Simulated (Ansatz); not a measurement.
# AlBH8OSi2: how energies converge with the basis set

An exercise on one series of results from a longer session: the logs are not shown, and one member is left open.

Method: one geometry, several basis sets; program: Ansatz 0.2.0, Gaussian basis.

Levels to be run: PBE0-D4/def2-SVP; ωB97M-V/def2-SVP; PBE0-D4/def2-QZVPP; ωB97M-V/def2-QZVPP; the functionals' def2-TZVPP values are taken from earlier runs.

### Structure used throughout

An earlier PBE0-D4 in a triple-zeta def2 set relaxation fixed the geometry.

13 atoms, charge 0, spin multiplicity 1.

Atoms are counted from 1 here; the program's logs count them from 0.

Bond lengths: B1–O2 1.394 Å, B1–Al5 2.229 Å, B1–H6 1.338 Å, B1–H7 1.198 Å, B1–H13 1.338 Å, O2–Si3 1.650 Å, Si3–Si4 2.359 Å, Si3–H8 1.487 Å, Si3–H9 1.487 Å, Si4–Al5 2.430 Å, Si4–H10 1.489 Å, Si4–H11 1.489 Å, Al5–H6 1.743 Å, Al5–H12 1.576 Å, Al5–H13 1.743 Å. Angles: O2–B1–Al5 113.3°, O2–B1–H6 112.4°, O2–B1–H7 119.3°, O2–B1–H13 112.4°, Al5–B1–H6 51.4°, Al5–B1–H7 127.4°, Al5–B1–H13 51.4°, H6–B1–H7 105.2°, H6–B1–H13 100.3°, H7–B1–H13 105.2°, B1–O2–Si3 131.6°, O2–Si3–Si4 106.3°, O2–Si3–H8 108.6°, O2–Si3–H9 108.6°, Si4–Si3–H8 112.2°, Si4–Si3–H9 112.2°, H8–Si3–H9 108.7°, Si3–Si4–Al5 92.8° and more.

Set-up of the first run:

in.yaml reads:

```yaml
crystal:
  periodic: [false, false, false]
  atoms:
    - {symbol: B, position_ang: [-1.195422, 1.128397, 0.314409]}
    - {symbol: O, position_ang: [-1.310663, -0.102872, 0.957081]}
    - {symbol: Si, position_ang: [-0.362722, -1.452995, 0.918076]}
    - {symbol: Si, position_ang: [1.423045, -0.967171, -0.545108]}
    - {symbol: Al, position_ang: [0.599804, 1.274169, -0.998335]}
    - {symbol: H, position_ang: [-1.122599, 1.005262, -1.016381]}
    - {symbol: H, position_ang: [-2.026266, 1.969785, 0.506377]}
    - {symbol: H, position_ang: [-1.184525, -2.597384, 0.441523]}
    - {symbol: H, position_ang: [0.105972, -1.745104, 2.299077]}
    - {symbol: H, position_ang: [2.751144, -1.004298, 0.126454]}
    - {symbol: H, position_ang: [1.456078, -1.856830, -1.738281]}
    - {symbol: H, position_ang: [0.911785, 2.586213, -1.814740]}
    - {symbol: H, position_ang: [-0.025229, 1.728029, 0.564647]}
basis:
  gaussian: {orbitals: def2-SVP}
hamiltonian: {xc: pbe0, dispersion: d4}
output: {orbitals: {seedname: orbitals}}
```

Steps of the session up to this table: PBE0-D4 in def2-SVP; ωB97M-V in def2-SVP; PBE0-D4 in def2-QZVPP; ωB97M-V in def2-QZVPP.

One of the session's tables, all rows but one given; the rest of the session is left out.

It belongs to the step «Density functionals: the series». 

| functional | basis | HOMO (eV) | LUMO (eV) |
| --- | --- | --- | --- |
| PBE0-D4 | def2-SVP | -7.34 | -1.58 |
| PBE0-D4 | def2-TZVPP | -7.29 | -1.61 |
| PBE0-D4 | def2-QZVPP | -7.29 | -1.63 |
| ωB97M-V | def2-SVP | ? | ? |
| ωB97M-V | def2-TZVPP | -9.22 | 0.09 |
| ωB97M-V | def2-QZVPP | -9.23 | -0.01 |

Estimate the missing values for ωB97M-V, def2-SVP.

As computed: HOMO (eV): -9.24; LUMO (eV): 0.20. In the column «HOMO (eV)» it is the lowest.
